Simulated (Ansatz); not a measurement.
# FeCuC4N4: from a guess to a relaxed structure

Aim: relax a trial structure of FeCuC4N4 and see where it ends.

Method: DFT PBE, scalar-relativistic, plane waves, PAW, in Ansatz 0.2.0.

### Step 1. Starting point

The structure is cubic, space group P-43m (No. 215). Conventional cell: a = 5.907 Å, b = 5.907 Å, c = 5.907 Å, α = 90.00°, β = 90.00°, γ = 90.00°. Around Fe (site symmetry -43m) lie 4 C at 1.94 Å. Around Cu (site symmetry -43m) lie 4 N at 2.01 Å. Around C (site symmetry 3m) lie 1 N at 1.17 Å and 1 Fe at 1.94 Å. Around N (site symmetry 3m) lie 1 C at 1.17 Å and 1 Cu at 2.01 Å.

Coordinates:

```cif
data_structure
_symmetry_space_group_name_H-M 'P-43m'
_symmetry_Int_Tables_number 215
_cell_length_a 5.9069
_cell_length_b 5.9069
_cell_length_c 5.9069
_cell_angle_alpha 90.000
_cell_angle_beta 90.000
_cell_angle_gamma 90.000
_cell_volume 206.10
loop_
_atom_site_label
_atom_site_type_symbol
_atom_site_symmetry_multiplicity
_atom_site_Wyckoff_symbol
_atom_site_fract_x
_atom_site_fract_y
_atom_site_fract_z
_atom_site_occupancy
Fe1 Fe 1 a 0.00000 0.00000 0.00000 1
Cu1 Cu 1 b 0.50000 0.50000 0.50000 1
C1 C 4 e 0.18942 0.18942 0.18942 1
N1 N 4 e 0.30378 0.30378 0.30378 1
```

Recipe of the guess: two interpenetrating cyanide-bridged diamond nets (P-43m, No. 215). Lengths come from tabulated atomic sizes and are only a guess.

### Step 2. A first look at the guess

input.yaml

```yaml
crystal:
  lattice:
    - [5.9068706, 0.0, 0.0]
    - [0.0, 5.9068706, 0.0]
    - [0.0, 0.0, 5.9068706]
  atoms:
    - { symbol: Fe, position: [0.0, 0.0, 0.0], spin: -4.0 }
    - { symbol: Cu, position: [0.5, 0.5, 0.5], spin: 1.0 }
    - { symbol: C, position: [0.1894243, 0.1894243, 0.1894243] }
    - { symbol: C, position: [0.1894243, 0.8105757, 0.8105757] }
    - { symbol: C, position: [0.8105757, 0.1894243, 0.8105757] }
    - { symbol: C, position: [0.8105757, 0.8105757, 0.1894243] }
    - { symbol: "N", position: [0.30378262, 0.30378262, 0.30378262] }
    - { symbol: "N", position: [0.30378262, 0.69621738, 0.69621738] }
    - { symbol: "N", position: [0.69621738, 0.30378262, 0.69621738] }
    - { symbol: "N", position: [0.69621738, 0.69621738, 0.30378262] }
basis:
  ecutwfc: 420
kpoints:
  mp_grid: { grid: [4, 4, 4] }
hamiltonian:
  xc: pbe
scf:
  occupations: { method: gaussian, width: 0.1 }
  lower_state_search: "off"
output:
  forces: true
  stress: true
  eigenvalues: true
  populations: true
magnetization:
  spin_polarized: true
```

Run with:

```console
$ ansatz run input.yaml --threads 1 --pin off --max-ram 2560MiB --backend cpu --events-out ev --progress --plain --runs-dir out
```

Further runs follow: relaxation on the finer mesh.

Q: Predict the outcome of this session. Wanted: conventional cell; volume; energy over the elements; gap on the mesh; total moment.

The runs gave:

| quantity | value |
| --- | --- |
| symmetry at the end (tolerance 0.02 Å) | space group P-43m (No. 215) |
| conventional cell | a = 5.875 Å, b = 5.875 Å, c = 5.875 Å, α = 90.00°, β = 90.00°, γ = 90.00° |
| volume | 20.28 Å³/atom |
| energy over the elements (uncorrected; H, N, O, F and Cl as molecules) | +0.54 eV/atom |
| gap on the mesh | 0.37 eV |
| total moment | -5.00 μB/cell |

In words: The space group P-43m (No. 215) is kept, and the volume per atom shrinks by 1.6 % from the first guess. The formation energy is positive, so the separate elements lie lower. No finished test with a distortion of lower symmetry is shown, so the end may be a saddle point. Other magnetic orders were not searched.
